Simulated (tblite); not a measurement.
**GaAs at GFN2-xTB (tblite): moving one setting at a time**

Which settings matter? One reference run, then one change at a time; some changes are unwise on purpose.

Program: tblite 0.8.0. Level of theory: GFN2-xTB (tblite), atoms fixed, no spin polarisation. These are calculated values, not measurements.

### Step 1. The starting structure

Symmetry: F-43m, No. 216, cubic system. Conventional cell: a = 5.666 Å, b = 5.666 Å, c = 5.666 Å, α = 90.00°, β = 90.00°, γ = 90.00°. Ga (site symmetry -43m) has 4 As at 2.45 Å as nearest neighbours. As (site symmetry -43m) is surrounded by 4 Ga at 2.45 Å.

As a file:

```cif
data_structure
_symmetry_space_group_name_H-M 'P 1'
_symmetry_Int_Tables_number 1
_cell_length_a 4.0066
_cell_length_b 4.0066
_cell_length_c 4.0066
_cell_angle_alpha 60.000
_cell_angle_beta 60.000
_cell_angle_gamma 60.000
_cell_volume 45.48
loop_
_atom_site_label
_atom_site_type_symbol
_atom_site_fract_x
_atom_site_fract_y
_atom_site_fract_z
_atom_site_occupancy
Ga1 Ga 0.00000 0.00000 0.00000 1
As1 As 0.25000 0.25000 0.25000 1
```

The structure type (zincblende) is imposed and need not be the compound's stable one.

### Step 2. The reference run

run.py

```python
import json
from ase import Atoms
from ase.build import make_supercell
from ase.units import Bohr, GPa, Hartree
from tblite.interface import Calculator

atoms = Atoms(['Ga', 'As'],
              cell=[[0.0, 2.833085, 2.833085], [2.833085, 0.0, 2.833085], [2.833085, 2.833085, 0.0]],
              scaled_positions=[[-0.0, 0.0, 0.0], [0.25, 0.25, 0.25]],
              pbc=True)
cluster = make_supercell(atoms, [[-2, 2, 2], [-2, -2, 2], [2, -2, 2]])
calc = Calculator('GFN2-xTB', cluster.numbers, cluster.positions / Bohr, lattice=cluster.cell[:] / Bohr, periodic=cluster.pbc)
calc.set('temperature', 0.02 / Hartree)
calc.set('max-iter', 150)
res = calc.singlepoint()
levels = res.get('orbital-energies') * Hartree
nv = round(res.get('orbital-occupations').sum() / 2)
cells = len(cluster) // len(atoms)
out = {'energy_per_cell': res.get('energy') * Hartree / cells, 'homo': levels[nv - 1], 'lumo': levels[nv],
       'stress': (-res.get('virial') * Hartree / cluster.get_volume() / GPa).tolist(), 'charges': res.get('charges')[:len(atoms)].tolist(), 'electrons': 2 * nv / cells}
json.dump(out, open('results.json', 'w'))
for key, value in out.items():
    print(key, value)
```

Run with:

```sh
> python run.py
```

Log:

```text
------------------------------------------------------------
  cycle        total energy    energy error   density error
------------------------------------------------------------
      1     -111.3042539288  -1.1171368E+02   2.1220169E-01
      2     -113.9935479440  -2.6892940E+00   1.4856408E-01
      3     -114.7288909735  -7.3534303E-01   7.3790375E-02
      4     -114.7040001285   2.4890845E-02   4.7402997E-02
      5     -114.7601245381  -5.6124410E-02   5.7740389E-03
      6     -114.7605408360  -4.1629793E-04   2.3182096E-03
      7     -114.7604944136   4.6422462E-05   2.9161791E-03
      8     -114.7605669694  -7.2555865E-05   2.8316590E-04
      9     -114.7605685346  -1.5651431E-06   1.6991169E-04
     10     -114.7605685652  -3.0639015E-08   1.2433451E-04
     11     -114.7605684491   1.1606134E-07   4.2132732E-05
     12     -114.7605685987  -1.4959348E-07   1.8558245E-05
------------------------------------------------------------

 total:                                   5.385 sec
energy_per_cell -97.58731664113252
homo -8.493170624620735
lumo -5.82595223389662
stress [[9.091244548568252, -2.283316852611254e-06, 2.2833135499169243e-06], [-2.2833168524610794e-06, 9.0912445485689, 2.28331341284604e-06], [2.2833135497746406e-06, 2.2833134127419667e-06, 9.091244548568122]]
charges [-0.03851297227992834, 0.03849797526857493]
electrons 8.0
```

Run time: 6.1 s. Hardware: 1 thread of Arm Neoverse V1, shared host; peak memory 0.14 GiB.

Gap 2.67 eV; pressure 9.1 GPa. The 64 atoms of the cluster fold only a few k-points onto the zone centre, so gap and energy may not be converged in the cluster's size.

### Step 3. Change: accuracy = 10.0

Changes to run.py since step 2:

```diff
@@ -14,2 +14,3 @@
 calc.set('max-iter', 150)
+calc.set('accuracy', 10.0)
 res = calc.singlepoint()
```

Run with:

```sh
> python run.py
```

Log:

```text
------------------------------------------------------------
  cycle        total energy    energy error   density error
------------------------------------------------------------
      1     -111.3042527079  -1.1171368E+02   2.1220171E-01
      2     -113.9935475652  -2.6892949E+00   1.4856414E-01
      3     -114.7288913501  -7.3534378E-01   7.3790401E-02
      4     -114.7040003931   2.4890957E-02   4.7403033E-02
      5     -114.7601249118  -5.6124519E-02   5.7740497E-03
      6     -114.7605412103  -4.1629854E-04   2.3182226E-03
      7     -114.7604947867   4.6423678E-05   2.9162084E-03
      8     -114.7605673440  -7.2557356E-05   2.8316598E-04
      9     -114.7605689091  -1.5651101E-06   1.6991248E-04
------------------------------------------------------------

 total:                                   4.268 sec
energy_per_cell -97.58731690506305
homo -8.494215681242176
lumo -5.827086259586466
stress [[9.090898740468148, -2.2760200788896003e-06, 2.2760206839396654e-06], [-2.2760200786225198e-06, 9.090898740468353, 2.27601978869392e-06], [2.2760206838214056e-06, 2.2760197887809657e-06, 9.090898740468019]]
charges [-0.038609994122870916, 0.03858264097623264]
electrons 8.0
```

Run time: 4.9 s. Hardware: 1 thread of Arm Neoverse V1, shared host; peak memory 0.13 GiB.

Against the reference run the gap moves by 0.00 eV and the energy by 0.0 meV/atom.

### Step 4. Change: temperature = 0.001

Changes to run.py since step 3:

```diff
@@ -12,5 +12,4 @@
 calc = Calculator('GFN2-xTB', cluster.numbers, cluster.positions / Bohr, lattice=cluster.cell[:] / Bohr, periodic=cluster.pbc)
-calc.set('temperature', 0.02 / Hartree)
+calc.set('temperature', 0.001 / Hartree)
 calc.set('max-iter', 150)
-calc.set('accuracy', 10.0)
 res = calc.singlepoint()
```

Run with:

```sh
> python run.py
```

Log:

```text
------------------------------------------------------------
  cycle        total energy    energy error   density error
------------------------------------------------------------
      1     -111.3042539288  -1.1171368E+02   2.1220169E-01
      2     -113.9935479440  -2.6892940E+00   1.4856408E-01
      3     -114.7288909735  -7.3534303E-01   7.3790375E-02
      4     -114.7040001285   2.4890845E-02   4.7402997E-02
      5     -114.7601245381  -5.6124410E-02   5.7740389E-03
      6     -114.7605408360  -4.1629793E-04   2.3182096E-03
      7     -114.7604944136   4.6422462E-05   2.9161791E-03
      8     -114.7605669694  -7.2555865E-05   2.8316590E-04
      9     -114.7605685346  -1.5651431E-06   1.6991169E-04
     10     -114.7605685652  -3.0639015E-08   1.2433451E-04
     11     -114.7605684491   1.1606134E-07   4.2132732E-05
     12     -114.7605685987  -1.4959348E-07   1.8558245E-05
------------------------------------------------------------

 total:                                   5.383 sec
energy_per_cell -97.58731664113252
homo -8.493170624620735
lumo -5.82595223389662
stress [[9.091244548568252, -2.283316852611254e-06, 2.2833135499169243e-06], [-2.2833168524610794e-06, 9.0912445485689, 2.28331341284604e-06], [2.2833135497746406e-06, 2.2833134127419667e-06, 9.091244548568122]]
charges [-0.03851297227992834, 0.03849797526857493]
electrons 8.0
```

Wall time 6 s (1 thread of Arm Neoverse V1, shared host); peak memory 0.14 GiB.

Against the reference run the gap moves by 0.00 eV and the energy by 0.0 meV/atom.

### Step 5. Change: temperature = 0.3

Changes to run.py since step 4:

```diff
@@ -12,3 +12,3 @@
 calc = Calculator('GFN2-xTB', cluster.numbers, cluster.positions / Bohr, lattice=cluster.cell[:] / Bohr, periodic=cluster.pbc)
-calc.set('temperature', 0.001 / Hartree)
+calc.set('temperature', 0.3 / Hartree)
 calc.set('max-iter', 150)
```

Run with:

```sh
> python run.py
```

Log:

```text
------------------------------------------------------------
  cycle        total energy    energy error   density error
------------------------------------------------------------
      1     -111.3108602132  -1.1172029E+02   2.1211789E-01
      2     -113.9950408785  -2.6841807E+00   1.4875394E-01
      3     -114.7322624407  -7.3722156E-01   7.3837128E-02
      4     -114.7070332895   2.5229151E-02   4.7509162E-02
      5     -114.7634991201  -5.6465831E-02   5.8123694E-03
      6     -114.7639190051  -4.1988493E-04   2.3808175E-03
      7     -114.7638639311   5.5073955E-05   3.0520342E-03
      8     -114.7639467680  -8.2836910E-05   2.8662450E-04
      9     -114.7639483242  -1.5562402E-06   1.7325363E-04
     10     -114.7639483552  -3.0906477E-08   1.2641157E-04
     11     -114.7639482377   1.1749891E-07   4.2512051E-05
     12     -114.7639483900  -1.5232909E-07   1.8289556E-05
------------------------------------------------------------

 total:                                   5.490 sec
energy_per_cell -97.59019066626232
homo -8.494257527018167
lumo -5.8263145465957935
stress [[9.175290071266527, -2.272890067788625e-06, 2.2728815720773688e-06], [-2.2728900674999844e-06, 9.17529007126668, 2.2728865980247484e-06], [2.2728815718629784e-06, 2.2728865980510284e-06, 9.175290071266813]]
charges [-0.03833753468555745, 0.038322890680433264]
electrons 8.0
```

Run time: 6.1 s. Hardware: 1 thread of Arm Neoverse V1, shared host; peak memory 0.14 GiB.

Against the reference run the gap moves by 0.00 eV and the energy by -1.4 meV/atom.

### Step 6. Change: max-iter = 2

Changes to run.py since step 5:

```diff
@@ -12,4 +12,4 @@
 calc = Calculator('GFN2-xTB', cluster.numbers, cluster.positions / Bohr, lattice=cluster.cell[:] / Bohr, periodic=cluster.pbc)
-calc.set('temperature', 0.3 / Hartree)
-calc.set('max-iter', 150)
+calc.set('temperature', 0.02 / Hartree)
+calc.set('max-iter', 2)
 res = calc.singlepoint()
```

Run with:

```sh
> python run.py
```

Log:

```text
[... start of the log left out ...]
------------------------------------------------------------
  cycle        total energy    energy error   density error
------------------------------------------------------------
      1     -111.3042539288  -1.1171368E+02   2.1220169E-01
      2     -113.9935479440  -2.6892940E+00   1.4856408E-01
------------------------------------------------------------

 total:                                   4.596 sec
tblite.exceptions.TBLiteRuntimeError: SCF not converged in 2 cycles
```

It took 5.2 s on 1 thread of Arm Neoverse V1, shared host; peak memory 0.14 GiB.

The run did not converge.

### Step 7. Change: cluster = 1x1x1

Changes to run.py since step 6:

```diff
@@ -10,6 +10,6 @@
               pbc=True)
-cluster = make_supercell(atoms, [[-2, 2, 2], [-2, -2, 2], [2, -2, 2]])
+cluster = make_supercell(atoms, [[-1, 1, 1], [-1, -1, 1], [1, -1, 1]])
 calc = Calculator('GFN2-xTB', cluster.numbers, cluster.positions / Bohr, lattice=cluster.cell[:] / Bohr, periodic=cluster.pbc)
 calc.set('temperature', 0.02 / Hartree)
-calc.set('max-iter', 2)
+calc.set('max-iter', 150)
 res = calc.singlepoint()
```

Run with:

```sh
> python run.py
```

Log:

```text
------------------------------------------------------------
  cycle        total energy    energy error   density error
------------------------------------------------------------
      1     -13.51771556428  -1.3568894E+01   2.5266949E-01
      2     -13.95992928056  -4.4221372E-01   1.2253864E-01
      3     -14.09311486692  -1.3318559E-01   5.7340558E-02
      4     -14.11022647533  -1.7111608E-02   2.4227762E-02
      5     -14.11049675173  -2.7027639E-04   9.1624277E-03
      6     -14.11084783640  -3.5108467E-04   7.2589433E-03
      7     -14.11135461221  -5.0677581E-04   1.4545611E-03
      8     -14.11138167713  -2.7064914E-05   1.0526293E-04
      9     -14.11138167659   5.3259264E-10   8.9692709E-05
     10     -14.11138174509  -6.8493911E-08   4.6854512E-05
     11     -14.11138176586  -2.0774316E-08   2.0265100E-05
     12     -14.11138177060  -4.7398405E-09   1.5533071E-06
------------------------------------------------------------

 total:                                   0.644 sec
energy_per_cell -95.99756417425725
homo -8.12267754878663
lumo -5.5742225799366345
stress [[5.972525413850684, 2.9168688180530724e-08, -2.9058248221032848e-08], [2.9168688070424858e-08, 5.9725254138506, -2.91427373839156e-08], [-2.905824743142801e-08, -2.9142736873503094e-08, 5.972525413850737]]
charges [0.1567025535710222, -0.15670091204106062]
electrons 8.0
```

It took 1.3 s on 1 thread of Arm Neoverse V1, shared host; peak memory 0.091 GiB.

Against the reference run the gap moves by -0.12 eV and the energy by +794.9 meV/atom. One cell at the zone centre alone can't describe the crystal.

### Step 8. What moved

| change | ends | gap (eV) | energy (meV/atom) | pressure (GPa) | time |
| --- | --- | --- | --- | --- | --- |
| none | converged | 2.67 | 0 | 9.1 | 6.1 s |
| accuracy = 10.0 | converged | 0.00 | 0.0 | 0.0 | 4.9 s |
| temperature = 0.001 | converged | 0.00 | 0.0 | 0.0 | 6 s |
| temperature = 0.3 | converged | 0.00 | -1.4 | +0.1 | 6.1 s |
| max-iter = 2 | not converged | – | – | – | 5.2 s |
| cluster = 1x1x1 | converged | -0.12 | +794.9 | -3.1 | 1.3 s |

The first row holds values, the others changes from it. Keys are the program's: temperature in eV (tblite) or K (CP2K), cutoffs in Ry, CUTOFP in Å. Among the numerical settings, cluster = 1x1x1 moves the energy most (+794.9 meV/atom). 1 of the 5 changes gave no result. The changed runs test settings; they are no properties of the crystal.
